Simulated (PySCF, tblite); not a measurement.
# C₆H₁₃Si radical: geometry, infrared bands and EPR parameters

What infrared bands and EPR parameters should C₆H₁₃Si radical (`C[Si](C)C1CCC1`) show?

The runs use tblite 0.8.0 and PySCF 2.14.0, with density-fitted response routines of our own; the level of theory stands in each step. All values are computed, except where a source is named. Atoms are numbered from 0 throughout.

## Step 1: The starting structure

20 atoms, charge 0, multiplicity 2; geometry from: force field or distance geometry start.

Bonds of the start (Å): C0–Si1 1.88, Si1–C2 1.90, Si1–C3 1.86, C3–C4 1.49, C4–C5 1.52, C5–C6 1.51, C6–C3 1.52, C0–H7 1.10, C0–H8 1.11, C0–H9 1.11, C2–H10 1.10, C2–H11 1.11, C2–H12 1.12, C3–H13 1.11, C4–H14 1.11, C4–H15 1.09, C5–H16 1.10, C5–H17 1.09, C6–H18 1.12, C6–H19 1.10.

## Step 2: Geometry optimisation with GFN2-xTB

The job: settings as JSON, then the geometry in Å.

```
{"job": {"kind": "relax", "xc": "GFN2-xTB", "basis": "xTB"}, "charge": 0, "multiplicity": 2}
C      1.472500     1.601200    -0.151500
Si     0.913700    -0.051000    -0.861100
C      2.381900    -1.202600    -0.511500
C     -0.521700    -0.654800     0.154500
C     -1.760000    -1.054700    -0.570600
C     -2.206600     0.400300    -0.519200
C     -1.283400     0.555400     0.665300
H      0.981100     2.454800    -0.632000
H      1.302200     1.550700     0.946300
H      2.576500     1.671200    -0.250800
H      2.789600    -1.615000    -1.444500
H      3.193700    -0.650300     0.006100
H      2.064000    -1.988400     0.225500
H     -0.182700    -1.333100     0.971700
H     -2.433600    -1.633500     0.093400
H     -1.658100    -1.424500    -1.590500
H     -1.933300     0.989100    -1.412500
H     -3.250600     0.560200    -0.231700
H     -1.733900     0.334700     1.661900
H     -0.716200     1.501100     0.628700
```

Launch:

```console
$ OMP_NUM_THREADS=1 python probes_run.py task.json out
```

The driver reads the jobs from task.json and runs them one after another.

**Question.** This job is followed by: GFN2-xTB harmonic vibrations, gas phase; UKS B3LYP, pcH-1 on C H Si, non-relativistic, mean-field spin-orbit, GIAO. Predict these results of the whole session: strongest single infrared mode (GFN2-xTB); zero-point energy (GFN2-xTB); g(iso) (B3LYP); ⟨S²⟩; largest a(iso) (averaged by class); surface potential, 1st and 99th percentile.

**Answer**, as computed:

```
                                 quantity                    value
strongest single infrared mode (GFN2-xTB)    3006 cm⁻¹, 111 km/mol
             zero-point energy (GFN2-xTB)           108.8 kcal/mol
                           g(iso) (B3LYP)                  2.00333
                                     ⟨S²⟩       0.751 (exact 0.75)
       largest a(iso) (averaged by class)  29Si on Si1, -471.0 MHz
    surface potential, 1st and 99th percentile       -0.30 V and 0.60 V
```

What this shows: Relaxing lowered the energy by 0.680 eV in 182 steps; the close pair that moved most is Si1–C3, from 1.859 to 1.910 Å. No mode is imaginary among the 54: a minimum at this level. The strongest single mode, at 3006 cm⁻¹, moves mainly H17. Unscaled tight-binding wavenumbers are off by several per cent, some by more. Its intensities can rank the bands wrongly. Most of the unpaired spin sits on Si1 (0.93 e). The isotropic g lies 1.0 ppt above the free-electron value.
